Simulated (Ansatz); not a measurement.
**CH4BClO: how energies converge with the basis set**

One table from this session's results is given with a row withheld; the runs are named, their logs left out.

Program: Ansatz 0.2.0, Gaussian basis. Level of theory: one geometry, several basis sets. These are calculated values, not measurements.

Levels to be run: PBE0-D4/def2-SVP; ωB97M-V/def2-SVP; PBE0-D4/def2-QZVPP; ωB97M-V/def2-QZVPP; the functionals' def2-TZVPP values are taken from earlier runs.

## The relaxed structure

An earlier PBE0-D4 in a triple-zeta def2 set relaxation fixed the geometry.

8 atoms, charge 0, spin multiplicity 1.

Atoms are counted from 1 here; the program's logs count them from 0.

Bond lengths: O1–C2 1.404 Å, O1–H5 0.962 Å, C2–B3 1.549 Å, C2–H6 1.104 Å, C2–H7 1.105 Å, B3–Cl4 1.749 Å, B3–H8 1.191 Å. Angles: C2–O1–H5 108.3°, O1–C2–B3 119.2°, O1–C2–H6 109.9°, O1–C2–H7 110.0°, B3–C2–H6 106.6°, B3–C2–H7 106.4°, H6–C2–H7 103.7°, C2–B3–Cl4 120.1°, C2–B3–H8 122.1°, Cl4–B3–H8 117.8°.

The first run:

The input, in.yaml:

```yaml
crystal:
  periodic: [false, false, false]
  atoms:
    - {symbol: O, position_ang: [-0.148169, 1.470384, -0.546489]}
    - {symbol: C, position_ang: [0.482695, 0.442309, 0.172681]}
    - {symbol: B, position_ang: [-0.148033, -0.972955, 0.177082]}
    - {symbol: Cl, position_ang: [-1.622240, -1.278127, -0.713993]}
    - {symbol: H, position_ang: [-0.932684, 1.106443, -0.968729]}
    - {symbol: H, position_ang: [0.598350, 0.738912, 1.229911]}
    - {symbol: H, position_ang: [1.522607, 0.318457, -0.178692]}
    - {symbol: H, position_ang: [0.339572, -1.882522, 0.772431]}
basis:
  gaussian: {orbitals: def2-SVP}
hamiltonian: {xc: pbe0, dispersion: d4}
output: {orbitals: {seedname: orbitals}}
```

On the command line:

```
$ ansatz run in.yaml --threads 2 --pin off --events-out ev --progress --plain --max-ram 4352MiB
```

Among the steps run: PBE0-D4 in def2-SVP; ωB97M-V in def2-SVP; PBE0-D4 in def2-QZVPP; ωB97M-V in def2-QZVPP.

One of the session's tables, all rows but one given; the rest of the session is left out.

It belongs to the step «Functionals by basis». 

| functional | basis | HOMO (eV) |
| --- | --- | --- |
| PBE0-D4 | def2-SVP | -7.78 |
| PBE0-D4 | def2-TZVPP | ? |
| PBE0-D4 | def2-QZVPP | -8.18 |
| ωB97M-V | def2-SVP | -10.20 |
| ωB97M-V | def2-TZVPP | -10.56 |
| ωB97M-V | def2-QZVPP | -10.62 |

Estimate the missing values for PBE0-D4, def2-TZVPP.

The run gave: HOMO (eV): -8.12. In the column «HOMO (eV)» it lies between PBE0-D4, def2-QZVPP (-8.18) and PBE0-D4, def2-SVP (-7.78).
